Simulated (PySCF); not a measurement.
# C5H6F2O: a tour of settings

Which settings matter for C5H6F2O (`C=C/C=C\OC(F)F`), and how do bad ones show?

Computed with PySCF 2.14.0, with density-fitted response routines of our own, on a single molecule, in the gas phase or a continuum. Atoms count from 0, in the outputs and in this text.

### Step 1. The molecule as given

14 atoms, charge 0, multiplicity 1; geometry from: GFN2-xTB.

Bonds of the start (Å): C0–C1 1.33, C1–C2 1.44, C2–C3 1.33, C3–O4 1.38, O4–C5 1.34, C5–F6 1.34, C5–F7 1.36, C0–H8 1.08, C0–H9 1.08, C1–H10 1.08, C2–H11 1.08, C3–H12 1.08, C5–H13 1.11.

### Step 2. Shielding tensors: PBE0/pcSseg-1

What the job is given:

```
{"job": {"kind": "nmr", "xc": "PBE0", "basis": "pcSseg-1"}, "charge": 0, "multiplicity": 1}
C     -2.954767    -0.127233     0.135002
C     -1.632891    -0.254504     0.179282
C     -0.721888     0.814441    -0.158655
C      0.605256     0.707462    -0.129357
O      1.234056    -0.461373     0.262593
C      2.553897    -0.553452     0.029601
F      3.095671    -1.394393     0.921357
F      2.805754    -1.097163    -1.191569
H     -3.612294    -0.939990     0.388957
H     -3.423212     0.798580    -0.157310
H     -1.173011    -1.186259     0.474617
H     -1.146717     1.762280    -0.452875
H      1.268542     1.521372    -0.395247
H      3.100927     0.409759     0.071437
```

Level: GIAO PBE0/pcSseg-1 NMR shielding, non-relativistic, gas phase.

On the command line:

```
$ OMP_NUM_THREADS=1 python probes_run.py task.json out
```

This one command runs all jobs of the session in turn.

Standard output:

```text
coarse grid: 12408 points
cycle   1  E = -468.2521534876  dE =  1.294e+00  |g| = 8.727e-01  |ddm| = 3.345e+00
cycle   2  E = -468.1185813231  dE =  1.336e-01  |g| = 1.254e+00  |ddm| = 1.249e+00
cycle   3  E = -468.3887416245  dE = -2.702e-01  |g| = 9.760e-02  |ddm| = 7.848e-01
cycle   4  E = -468.3899356454  dE = -1.194e-03  |g| = 7.063e-02  |ddm| = 1.358e-01
cycle   5  E = -468.3910831835  dE = -1.148e-03  |g| = 1.300e-02  |ddm| = 6.302e-02
cycle   6  E = -468.3911194507  dE = -3.627e-05  |g| = 3.456e-03  |ddm| = 1.220e-02
cycle   7  E = -468.3911220893  dE = -2.639e-06  |g| = 8.813e-04  |ddm| = 2.933e-03
final grid: 122688 points
cycle   8  E = -468.4622123011  dE = -3.806e-05  |g| = 1.045e-02  |ddm| = 2.604e-02
cycle   9  E = -468.4621958748  dE =  1.643e-05  |g| = 1.443e-02  |ddm| = 1.530e-02
cycle  10  E = -468.4622325284  dE = -3.665e-05  |g| = 1.695e-03  |ddm| = 9.700e-03
cycle  11  E = -468.4622331483  dE = -6.198e-07  |g| = 3.827e-04  |ddm| = 1.560e-03
cycle  12  E = -468.4622331723  dE = -2.401e-08  |g| = 1.599e-04  |ddm| = 3.821e-04
cycle  13  E = -468.4622331781  dE = -5.872e-09  |g| = 3.672e-05  |ddm| = 1.483e-04
cycle  14  E = -468.4622331784  dE = -3.010e-10  |g| = 1.074e-05  |ddm| = 3.507e-05
converged SCF energy = -468.4622331784

GIAO shielding tensors (ppm)
atom      isotropic    diamagn.    paramagn.     s11        s22        s33       span
  0 C       62.758     252.904    -190.146    -43.554     70.905    160.922    204.476
  1 C       49.571     254.296    -204.725    -70.349     47.391    171.670    242.019
  2 C       66.144     256.817    -190.673    -32.755     86.080    145.105    177.860
  3 C       41.297     254.400    -213.103    -42.734     70.473     96.152    138.887
  4 O      159.846     403.762    -243.916    113.092    132.633    233.814    120.722
  5 C       61.251     233.871    -172.620     46.000     63.526     74.226     28.227
  6 F      272.676     468.303    -195.627    182.872    291.063    344.093    161.221
  7 F      255.156     471.375    -216.219    166.792    252.405    346.271    179.479
  8 H       26.228      28.927      -2.699     23.778     25.129     29.779      6.000
  9 H       26.214      30.142      -3.928     23.195     25.536     29.912      6.717
 10 H       24.490      32.491      -8.001     21.777     21.894     29.799      8.023
 11 H       26.077      32.513      -6.436     24.599     24.932     28.698      4.099
 12 H       25.586      31.855      -6.270     22.914     25.060     28.782      5.867
 13 H       25.217      26.233      -1.016     23.020     23.775     28.855      5.835
```

Wall time 22 s (1 thread of Intel Xeon Platinum 8488C, shared host); peak memory 0.71 GiB.

Shifts follow as δ = σ(reference) − σ, with reference shieldings (ppm) from runs at the same level and on the same kind of geometry: 1H TMS 31.72, 13C TMS 186.9, 19F CFCl3 170.9, 17O H2O 336.1. The references are single molecules in the gas phase, so shifts against H2O, NH3, PH3, H3PO4 or CFCl3 are not on the usual liquid scales and can be off by tens of ppm. Atoms listed in one row are averaged.

| atoms | environment | σ (ppm) | δ (ppm) | δ scaled to CDCl3 |
| --- | --- | --- | --- | --- |
| C3 | alkene carbon bearing oxygen | 41.3 | 145.6 | 140.2 |
| C1 | alkene CH | 49.6 | 137.4 | 132.1 |
| C5 | sp3 CH bonded to 2 F and O | 61.3 | 125.7 | 120.7 |
| C0 | terminal =CH2 carbon | 62.8 | 124.2 | 119.3 |
| C2 | β carbon of an enol-ether or enamine type C=C | 66.1 | 120.8 | 116.0 |
| H10 | hydrogen on an alkene CH | 24.49 | 7.23 | 6.92 |
| H13 | hydrogen on an sp3 CH bonded to 2 F and O | 25.22 | 6.50 | 6.23 |
| H12 | hydrogen on an alkene carbon bearing oxygen | 25.59 | 6.13 | 5.89 |
| H11 | hydrogen on a β carbon of an enol-ether or enamine type C=C | 26.08 | 5.64 | 5.42 |
| H9 | hydrogen on a terminal =CH2 carbon | 26.21 | 5.50 | 5.29 |
| H8 | hydrogen on a terminal =CH2 carbon | 26.23 | 5.49 | 5.28 |
| O4 | ether oxygen | 159.8 | 176.2 | – |
| F6, F7 | fluorine of a CF2 group | 263.9 | -93.0 | – |

The scaled column applies a straight-line fit of computed shieldings to shifts measured in CDCl3; 19F shifts take a fit of their own (root-mean-square error 0.16 ppm for H, 1.9 ppm for C).

The run also stored atomic charges by several schemes (e):

| atoms | Mulliken | IAO | Hirshfeld | ESP fit |
| --- | --- | --- | --- | --- |
| C0 | -0.14 | -0.31 | -0.09 | -0.54 |
| C1 | -0.15 | -0.14 | -0.05 | 0.08 |
| C2 | -0.21 | -0.18 | -0.07 | -0.24 |
| C3 | 0.15 | 0.03 | 0.03 | -0.14 |
| O4 | -0.43 | -0.32 | -0.10 | -0.17 |
| C5 | 0.69 | 0.62 | 0.21 | 0.49 |
| F6, F7 | -0.28 | -0.30 | -0.11 | -0.22 |

Mayer bond orders: C0–C1 1.90, C1–C2 1.10, C2–C3 1.84, C3–O4 0.94, O4–C5 1.03, C5–F6 1.02, C5–F7 0.98.

### Step 3. TDDFT and polarisability: PBE0/def2-SVPD

Same as in step 2 but for these lines:

```diff
@@ -1,2 +1,2 @@
-{"job": {"kind": "nmr", "xc": "PBE0", "basis": "pcSseg-1"}, "charge": 0, "multiplicity": 1}
+{"job": {"kind": "uv", "xc": "PBE0", "basis": "def2-SVPD", "nstates": 6, "ntriplets": 2}, "charge": 0, "multiplicity": 1}
 C     -2.954767    -0.127233     0.135002
```

With the program's defaults for keys left out, this is: TDDFT PBE0/def2-SVPD, vertical, gas phase, core orbitals frozen in the response.

Standard output:

```text
coarse grid: 12408 points
cycle   1  E = -467.9839535244  dE =  1.230e+00  |g| = 8.208e-01  |ddm| = 6.490e+00
cycle   2  E = -467.8543001048  dE =  1.297e-01  |g| = 1.183e+00  |ddm| = 2.284e+00
cycle   3  E = -468.1122601883  dE = -2.580e-01  |g| = 9.595e-02  |ddm| = 1.416e+00
cycle   4  E = -468.1135385975  dE = -1.278e-03  |g| = 6.640e-02  |ddm| = 2.327e-01
cycle   5  E = -468.1145739227  dE = -1.035e-03  |g| = 1.288e-02  |ddm| = 1.020e-01
cycle   6  E = -468.1146103369  dE = -3.641e-05  |g| = 3.556e-03  |ddm| = 2.477e-02
cycle   7  E = -468.1146132344  dE = -2.897e-06  |g| = 8.382e-04  |ddm| = 6.236e-03
final grid: 122688 points
cycle   8  E = -468.1855791029  dE = -3.328e-05  |g| = 9.659e-03  |ddm| = 1.503e-01
cycle   9  E = -468.1855649927  dE =  1.411e-05  |g| = 1.321e-02  |ddm| = 3.124e-02
cycle  10  E = -468.1855976209  dE = -3.263e-05  |g| = 1.522e-03  |ddm| = 1.535e-02
cycle  11  E = -468.1855981485  dE = -5.276e-07  |g| = 3.437e-04  |ddm| = 2.528e-03
cycle  12  E = -468.1855981703  dE = -2.180e-08  |g| = 1.341e-04  |ddm| = 5.994e-04
cycle  13  E = -468.1855981745  dE = -4.200e-09  |g| = 3.106e-05  |ddm| = 2.605e-04
cycle  14  E = -468.1855981747  dE = -2.223e-10  |g| = 1.083e-05  |ddm| = 6.300e-05
converged SCF energy = -468.1855981747

Static polarisability (au): isotropic 74.917, principal 48.645 60.532 115.574

Singlet excitations
state   eV       nm        f      main configurations
  1   5.5982    221.5   0.71108   H->L 0.96
  2   6.3312    195.8   0.00437   H->L+1 0.94
  3   6.8856    180.1   0.01874   H->L+2 0.83, H->L+3 0.13
  4   6.9976    177.2   0.01866   H->L+3 0.53, H-1->L 0.21, H->L+4 0.17
  5   7.0885    174.9   0.01924   H->L+4 0.32, H->L+3 0.28, H-1->L 0.25
  6   7.3654    168.3   0.00039   H-2->L 0.96

Triplet excitations (Tamm-Dancoff, eV): 3.0786 5.1222
```

It took 34 s on 1 thread of Intel Xeon Platinum 8488C, shared host; peak memory 0.86 GiB.

Frontier orbitals and where they lie:

| orbital | eV | atoms |
| --- | --- | --- |
| HOMO−3 | -10.73 | O4 24 %, F7 16 %, C5 15 % |
| HOMO−2 | -10.08 | C1 21 %, C0 17 %, C2 13 % |
| HOMO−1 | -9.29 | C1 29 %, C2 22 %, C0 18 % |
| HOMO | -6.80 | C0 23 %, C3 21 %, C2 19 % |
| LUMO | -1.04 | C0 26 %, C3 24 %, C1 16 % |
| LUMO+1 | 0.65 | C3 18 %, C5 16 %, H12 16 % |
| LUMO+2 | 1.20 | C0 31 %, H9 13 %, H8 11 % |

With each of the 6 states as a Gaussian band of 0.4 eV half-width at 1/e, the curve within the window shown has maxima at 222 nm (ε 29,000), 178 nm (ε 2,200) L/(mol cm). Beyond the last state computed it falls off for lack of states. The curve at chosen wavelengths:

```
 nm  ε (L/mol/cm)
162           170
165           440
169          1080
172          1650
176          2164
179          2182
183          1773
186          1343
190           920
193           903
196          1338
200          3062
203          5573
207         10753
210         15670
214         22321
217         26249
220         28455
224         28219
227         25899
231         20983
234         16778
238         11500
241          8204
245          4898
248          3181
```

Ground-state properties from the same run:

| property | computed |
| --- | --- |
| dipole moment (D) | 2.60 |
| polarisability (Å³) | 11.10 |
| HOMO–LUMO gap (eV) | 5.76 |
| −ε(HOMO) (eV) | 6.80 |

### Step 4. J couplings: BP86/def2-SVPD

Same as in step 3 but for these lines:

```diff
@@ -1,2 +1,2 @@
-{"job": {"kind": "uv", "xc": "PBE0", "basis": "def2-SVPD", "nstates": 6, "ntriplets": 2}, "charge": 0, "multiplicity": 1}
+{"job": {"kind": "j", "xc": "BP86", "basis": "def2-SVPD", "scf": {"max_cycle": 8}}, "charge": 0, "multiplicity": 1}
 C     -2.954767    -0.127233     0.135002
```

Method: BP86/def2-SVPD indirect spin-spin coupling, non-relativistic, gas phase.

Standard output:

```text
final grid: 122688 points
cycle   1  E = -468.5253148237  dE =  1.073e+00  |g| = 8.900e-01  |ddm| = 7.636e+00
cycle   2  E = -468.1151376411  dE =  4.102e-01  |g| = 1.688e+00  |ddm| = 3.051e+00
cycle   3  E = -468.6685353088  dE = -5.534e-01  |g| = 2.191e-01  |ddm| = 2.182e+00
cycle   4  E = -468.6774555456  dE = -8.920e-03  |g| = 1.445e-01  |ddm| = 5.473e-01
cycle   5  E = -468.6829843662  dE = -5.529e-03  |g| = 3.799e-02  |ddm| = 2.332e-01
cycle   6  E = -468.6833106542  dE = -3.263e-04  |g| = 1.114e-02  |ddm| = 7.070e-02
cycle   7  E = -468.6833354006  dE = -2.475e-05  |g| = 4.916e-03  |ddm| = 1.941e-02
cycle   8  E = -468.6833417448  dE = -6.344e-06  |g| = 1.157e-03  |ddm| = 1.013e-02
SCF not converged, last energy = -468.6833417448
```

Wall time 22 s (1 thread of Intel Xeon Platinum 8488C, shared host); peak memory 0.65 GiB.

Diagnosis: The cap of 8 cycles ended the SCF at a gradient of 1.2e-03. Cure: raise the cap. Numbers printed on the way are no properties of the molecule.

### Step 5. Shielding tensors: X3LYP/pcSseg-0 in acetone

Same as in step 4 but for these lines:

```diff
@@ -1,2 +1,2 @@
-{"job": {"kind": "j", "xc": "BP86", "basis": "def2-SVPD", "scf": {"max_cycle": 8}}, "charge": 0, "multiplicity": 1}
+{"job": {"kind": "nmr", "xc": "X3LYP", "basis": "pcSseg-0", "solvent": "acetone", "pop": true}, "charge": 0, "multiplicity": 1}
 C     -2.954767    -0.127233     0.135002
```

Level: GIAO X3LYP/pcSseg-0 NMR shielding, non-relativistic, IEF-PCM acetone.

Standard output:

```text
coarse grid: 12408 points
cycle   1  E = -467.7203125563  dE =  1.247e+00  |g| = 8.395e-01  |ddm| = 3.834e+00
cycle   2  E = -467.5910545771  dE =  1.293e-01  |g| = 1.228e+00  |ddm| = 1.708e+00
cycle   3  E = -467.8624150999  dE = -2.714e-01  |g| = 6.212e-02  |ddm| = 9.584e-01
cycle   4  E = -467.8628811766  dE = -4.661e-04  |g| = 4.487e-02  |ddm| = 9.923e-02
cycle   5  E = -467.8633277353  dE = -4.466e-04  |g| = 1.093e-02  |ddm| = 5.070e-02
cycle   6  E = -467.8633565531  dE = -2.882e-05  |g| = 8.787e-04  |ddm| = 1.156e-02
cycle   7  E = -467.8633566724  dE = -1.193e-07  |g| = 5.320e-04  |ddm| = 1.277e-03
final grid: 122688 points
cycle   8  E = -467.7717979053  dE = -1.796e-05  |g| = 2.880e-03  |ddm| = 1.625e-02
cycle   9  E = -467.7717982780  dE = -3.727e-07  |g| = 2.745e-03  |ddm| = 5.810e-03
cycle  10  E = -467.7718000378  dE = -1.760e-06  |g| = 4.096e-04  |ddm| = 2.732e-03
cycle  11  E = -467.7718000627  dE = -2.480e-08  |g| = 8.713e-05  |ddm| = 3.655e-04
cycle  12  E = -467.7718000637  dE = -1.097e-09  |g| = 5.384e-05  |ddm| = 1.421e-04
cycle  13  E = -467.7718000644  dE = -6.485e-10  |g| = 9.558e-06  |ddm| = 5.847e-05
converged SCF energy = -467.7718000644

GIAO shielding tensors (ppm)
atom      isotropic    diamagn.    paramagn.     s11        s22        s33       span
  0 C       60.747     254.325    -193.578    -47.635     64.171    165.706    213.342
  1 C       50.643     259.382    -208.739    -72.239     47.616    176.552    248.792
  2 C       64.277     261.803    -197.526    -37.291     80.488    149.635    186.926
  3 C       37.210     257.008    -219.798    -51.100     67.341     95.389    146.489
  4 O      168.719     409.639    -240.920    121.899    132.348    251.912    130.013
  5 C       52.931     233.749    -180.817     34.789     56.942     67.063     32.274
  6 F      285.899     470.021    -184.122    200.300    318.775    338.622    138.322
  7 F      270.756     472.724    -201.967    181.270    287.659    343.341    162.071
  8 H       27.606      28.855      -1.249     25.255     27.030     30.532      5.277
  9 H       27.525      30.003      -2.477     24.854     26.884     30.839      5.984
 10 H       26.122      32.556      -6.434     23.272     23.896     31.198      7.926
 11 H       27.394      32.162      -4.768     25.884     26.889     29.409      3.525
 12 H       26.563      30.590      -4.027     24.357     26.069     29.262      4.905
 13 H       25.671      25.160       0.511     23.226     23.569     30.216      6.990
```

It took 9.4 s on 1 thread of Intel Xeon Platinum 8488C, shared host.

In short: σ C3 37.2, C1 50.6, C5 52.9, C0 60.7, H13 25.67, H10 26.12 ppm.

### Step 6. TDDFT and polarisability: LDA/6-31G*

Same as in step 5 but for these lines:

```diff
@@ -1,2 +1,2 @@
-{"job": {"kind": "nmr", "xc": "X3LYP", "basis": "pcSseg-0", "solvent": "acetone", "pop": true}, "charge": 0, "multiplicity": 1}
+{"job": {"kind": "uv", "xc": "LDA", "basis": "6-31G*", "nstates": 12, "ntriplets": 0, "tda": true}, "charge": 0, "multiplicity": 1}
 C     -2.954767    -0.127233     0.135002
```

Level: TDA LDA/6-31G*, vertical, gas phase, core orbitals frozen in the response.

Standard output:

```text
coarse grid: 12408 points
cycle   1  E = -465.2396315817  dE =  1.133e+00  |g| = 9.550e-01  |ddm| = 3.707e+00
cycle   2  E = -464.7953319865  dE =  4.443e-01  |g| = 1.779e+00  |ddm| = 2.292e+00
cycle   3  E = -465.4006252825  dE = -6.053e-01  |g| = 2.684e-01  |ddm| = 1.643e+00
cycle   4  E = -465.4170697231  dE = -1.644e-02  |g| = 1.437e-01  |ddm| = 4.235e-01
cycle   5  E = -465.4223864815  dE = -5.317e-03  |g| = 4.072e-02  |ddm| = 1.651e-01
cycle   6  E = -465.4227515948  dE = -3.651e-04  |g| = 1.302e-02  |ddm| = 4.191e-02
cycle   7  E = -465.4227886911  dE = -3.710e-05  |g| = 5.519e-03  |ddm| = 1.490e-02
cycle   8  E = -465.4227967888  dE = -8.098e-06  |g| = 1.249e-03  |ddm| = 6.362e-03
final grid: 122688 points
cycle   9  E = -465.3925957878  dE = -2.483e-05  |g| = 7.017e-03  |ddm| = 2.206e-02
cycle  10  E = -465.3925767593  dE =  1.903e-05  |g| = 1.168e-02  |ddm| = 1.726e-02
cycle  11  E = -465.3926056548  dE = -2.890e-05  |g| = 2.258e-03  |ddm| = 1.156e-02
cycle  12  E = -465.3926069906  dE = -1.336e-06  |g| = 5.636e-04  |ddm| = 2.427e-03
cycle  13  E = -465.3926070700  dE = -7.944e-08  |g| = 2.087e-04  |ddm| = 7.268e-04
cycle  14  E = -465.3926070793  dE = -9.279e-09  |g| = 9.034e-05  |ddm| = 2.497e-04
cycle  15  E = -465.3926070813  dE = -2.067e-09  |g| = 1.382e-05  |ddm| = 9.709e-05
cycle  16  E = -465.3926070814  dE = -3.774e-11  |g| = 4.388e-06  |ddm| = 1.472e-05
converged SCF energy = -465.3926070814

Static polarisability (au): isotropic 63.210, principal 28.805 52.601 108.224

Singlet excitations
state   eV       nm        f      main configurations
  1   5.9274    209.2   0.65266   H->L 0.64, H-1->L 0.20
  2   6.5749    188.6   0.32847   H->L+1 0.39, H-1->L 0.35, H->L 0.19
  3   6.7493    183.7   0.01372   H-2->L 0.92
  4   6.9927    177.3   0.00134   H-3->L 0.76, H->L+2 0.21
  5   7.0576    175.7   0.03140   H->L+2 0.70, H-3->L 0.18
  6   7.4282    166.9   0.03187   H-4->L 0.89
  7   7.8814    157.3   0.00292   H->L+3 0.80, H-5->L 0.10
  8   7.9246    156.5   0.00244   H-5->L 0.75, H-6->L 0.12, H->L+3 0.08
  9   7.9840    155.3   0.00839   H->L+4 0.65, H-6->L 0.13, H->L+3 0.08
 10   7.9916    155.1   0.01399   H-6->L 0.61, H->L+4 0.21, H-5->L 0.09
 11   8.2601    150.1   0.00176   H->L+5 0.93
 12   8.3488    148.5   0.00508   H-7->L 0.89
```

Run time: 12 s. Hardware: 1 thread of Intel Xeon Platinum 8488C, shared host.

In short: HOMO -5.46 eV, LUMO -1.61 eV; lowest singlet 5.93 eV.

### Step 7. Comparing the runs: NMR shifts

Isotropic shieldings (ppm) of some atoms, chosen among heavy atoms and hydrogens apart, means over like atoms, with basis size and wall time:

| run | C3 | C5 | C0 | H10 | H8 | O4 | F6 | functions | time |
| --- | --- | --- | --- | --- | --- | --- | --- | --- | --- |
| PBE0/pcSseg-1 | 41.3 | 61.3 | 62.8 | 24.49 | 26.23 | 159.8 | 263.9 | 166 | 22 s |
| X3LYP/pcSseg-0 in acetone | 37.2 | 52.9 | 60.7 | 26.12 | 27.61 | 168.7 | 278.3 | 84 | 9.4 s |

### Step 8. Run by run: electronic excitations

Excitations and ground-state properties, with basis size and wall time:

| run | lowest singlet (eV) | brightest (eV) | f | gap (eV) | α (Å³) | μ (D) | functions | time |
| --- | --- | --- | --- | --- | --- | --- | --- | --- |
| PBE0/def2-SVPD | 5.60 | 5.60 | 0.711 | 5.76 | 11.10 | 2.60 | 217 | 34 s |
| LDA/6-31G* | 5.93 | 5.93 | 0.653 | 3.85 | 9.37 | 2.14 | 124 | 12 s |

### Step 9. What came out

```
                                                                 quantity                                            value
                                   13C shifts against TMS (PBE0/pcSseg-1)            145.6, 137.4, 125.7, 124.2, 120.8 ppm
                                    1H shifts against TMS (PBE0/pcSseg-1)           7.23, 6.50, 6.13, 5.64, 5.50, 5.49 ppm
                                   17O shifts against H2O (PBE0/pcSseg-1)                                        176.2 ppm
19F shifts against CFCl3 (PBE0/pcSseg-1, means over atoms taken as alike)                                        -93.0 ppm
                                          lowest singlet (PBE0/def2-SVPD)                      5.60 eV (221 nm), f = 0.711
                                                           lowest triplet                                          3.08 eV
                       range of the shielding of F6 (with its like atoms)                               263.9 to 278.3 ppm
                                              range of the lowest singlet                                  5.60 to 5.93 eV
                                            property runs in this session  5, of which 1 failed and 0 gave unsound results
```

Single values in the summary come from the first sound run of each kind (PBE0/pcSseg-1; PBE0/def2-SVPD), which need not be the best level. At PBE0/pcSseg-1: Shielding is most anisotropic at C1 (span 242 ppm, paramagnetic term -205 ppm). The lowest singlet, at 5.60 eV, is HOMO→LUMO 0.96 and is bright. The lowest triplet lies 2.52 eV below the lowest singlet (triplets in Tamm-Dancoff, singlets in full TDDFT). Across the 2 runs the shielding of F6 (with its like atoms) moves most, between 263.9 (PBE0/pcSseg-1) and 278.3 ppm (X3LYP/pcSseg-0 in acetone). The lowest singlet runs from 5.60 eV (PBE0/def2-SVPD) to 5.93 eV (LDA/6-31G*), while the orbital gap spans 3.85 to 5.76 eV. Some runs use the Tamm-Dancoff approximation and others full TDDFT, which shifts states apart from functional and basis. The lowest state need not be the same one in every run. The runs solved for a few states only, so the brightest column depends on that window.
